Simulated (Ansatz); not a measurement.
# C₂H₉F₂GeNSi: basis-set convergence

Aim: see how fast density functionals converge with the basis set for C₂H₉F₂GeNSi.

The runs use Ansatz 0.2.0, Gaussian basis; one geometry, several basis sets.

Levels to be run: PBE0-D4/def2-SVP; ωB97M-V/def2-SVP; PBE0-D4/def2-QZVPP; ωB97M-V/def2-QZVPP; the functionals' def2-TZVPP values are taken from earlier runs.

1 further run of the same task is left out (it didn't finish).

## 1. The geometry

The geometry comes from an earlier relaxation with PBE0-D4 in a triple-zeta def2 set; it is a stationary point, not always the lowest conformer.

SMILES `[CH3][GeH2][NH][Si](C)(F)F`, 16 atoms, charge 0, spin multiplicity 1.

Atoms are counted from 1 here; the program's logs count them from 0.

Bond lengths: C1–Ge2 1.947 Å, C1–H8 1.091 Å, C1–H9 1.091 Å, C1–H10 1.091 Å, Ge2–N3 1.851 Å, Ge2–H11 1.540 Å, Ge2–H12 1.538 Å, N3–Si4 1.689 Å, N3–H13 1.010 Å, Si4–C5 1.842 Å, Si4–F6 1.594 Å, Si4–F7 1.597 Å, C5–H14 1.093 Å, C5–H15 1.092 Å, C5–H16 1.092 Å. Angles: Ge2–C1–H8 110.0°, Ge2–C1–H9 110.2°, Ge2–C1–H10 110.6°, H8–C1–H9 108.5°, H8–C1–H10 108.9°, H9–C1–H10 108.6°, C1–Ge2–N3 110.7°, C1–Ge2–H11 110.5°, C1–Ge2–H12 111.5°, N3–Ge2–H11 107.9°, N3–Ge2–H12 105.6°, H11–Ge2–H12 110.4°, Ge2–N3–Si4 128.8°, Ge2–N3–H13 113.6°, Si4–N3–H13 117.1°, N3–Si4–C5 112.6°, N3–Si4–F6 109.4°, N3–Si4–F7 112.0° and more.

## 2. PBE0-D4 in def2-SVP

in.yaml reads:

```yaml
crystal:
  periodic: [false, false, false]
  atoms:
    - {symbol: C, position_ang: [1.089736, -2.011826, -0.689868]}
    - {symbol: Ge, position_ang: [-0.659653, -1.185399, -0.910848]}
    - {symbol: N, position_ang: [-0.502528, 0.654192, -1.047440]}
    - {symbol: Si, position_ang: [-0.065459, 1.770551, 0.141730]}
    - {symbol: C, position_ang: [-0.275098, 1.106022, 1.846696]}
    - {symbol: F, position_ang: [-0.913639, 3.106500, -0.048684]}
    - {symbol: F, position_ang: [1.443529, 2.264486, -0.028755]}
    - {symbol: H, position_ang: [1.726173, -1.771108, -1.542195]}
    - {symbol: H, position_ang: [1.570087, -1.639555, 0.216410]}
    - {symbol: H, position_ang: [0.995618, -3.096523, -0.613481]}
    - {symbol: H, position_ang: [-1.559299, -1.494678, 0.300342]}
    - {symbol: H, position_ang: [-1.338423, -1.641308, -2.213963]}
    - {symbol: H, position_ang: [-0.588141, 0.998343, -1.992955]}
    - {symbol: H, position_ang: [0.354420, 0.228897, 2.015009]}
    - {symbol: H, position_ang: [-1.312871, 0.823729, 2.034736]}
    - {symbol: H, position_ang: [0.012648, 1.865075, 2.577467]}
basis:
  gaussian: {orbitals: def2-SVP}
hamiltonian: {xc: pbe0, dispersion: d4}
output: {orbitals: {seedname: orbitals}}
```

After this run come: ωB97M-V in def2-SVP; PBE0-D4 in def2-QZVPP; ωB97M-V in def2-QZVPP.

Before running them: what should the planned runs give, taken together? Wanted: PBE0-D4: double and triple zeta above quadruple; ωB97M-V: double and triple zeta above quadruple.

**Answer**, as computed:

| quantity | value |
| --- | --- |
| PBE0-D4: double and triple zeta above quadruple | 23.40, 2.03 eV |
| ωB97M-V: double and triple zeta above quadruple | 23.65, 1.95 eV |

PBE0-D4 gains 21.37 eV from double to triple zeta, then 2.03 eV more. Total energies overstate the basis error of differences, where much of it tends to cancel. The LUMO of ωB97M-V is positive and keeps falling with the basis (2.63 to 1.41 eV): an unbound level that the basis holds in place.
